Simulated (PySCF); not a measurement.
# C2H4B2F2Si: the cost of one run

The runs use PySCF 2.14.0, with density-fitted response routines of our own; the level of theory stands in each step. All values are computed, except where a source is named. Atoms are numbered from 0 throughout.

### Step 1. The starting structure

11 atoms, charge 0, multiplicity 1; geometry from: GFN2-xTB. The atoms were then displaced at random by about 0.01 Å, so the start is not that level's minimum.

Bonds of the start (Å): C0–C1 1.22, C1–B2 1.53, B2–F3 1.35, B2–B4 1.63, B4–Si5 1.96, Si5–F6 1.63, C0–H7 1.05, B4–H8 1.16, Si5–H9 1.46, Si5–H10 1.47.

### Step 2. Optimising the geometry at PBE0-D3(BJ)/def2-SVP

Job settings and geometry (Å):

```
{"job": {"xc": "PBE0", "basis": "def2-SVP", "d3": "d3bj", "grid": 1, "shake": 0.01, "kind": "geom"}, "charge": 0, "multiplicity": 1}
C      2.850570    -0.589950    -0.506170
C      1.900380    -0.456390     0.251630
B      0.695320    -0.311290     1.189840
F      1.016360     0.142480     2.421580
B     -0.778400    -0.677260     0.604580
Si    -1.841680     0.684780    -0.322000
F     -1.004680     2.070350    -0.465660
H      3.661440    -0.651630    -1.173520
H     -1.226830    -1.746710     0.676670
H     -2.167310     0.390210    -1.709590
H     -3.067070     1.119590     0.371770
```

Command:

```bash
> OMP_NUM_THREADS=1 python probes_run.py task.json out
```

The driver reads the jobs from task.json and runs them one after another.

Q: Estimate the wall time and peak memory of this first job on 1 thread of Arm Neoverse V1, shared host.

About 56 s, with a peak of 0.5 GiB.
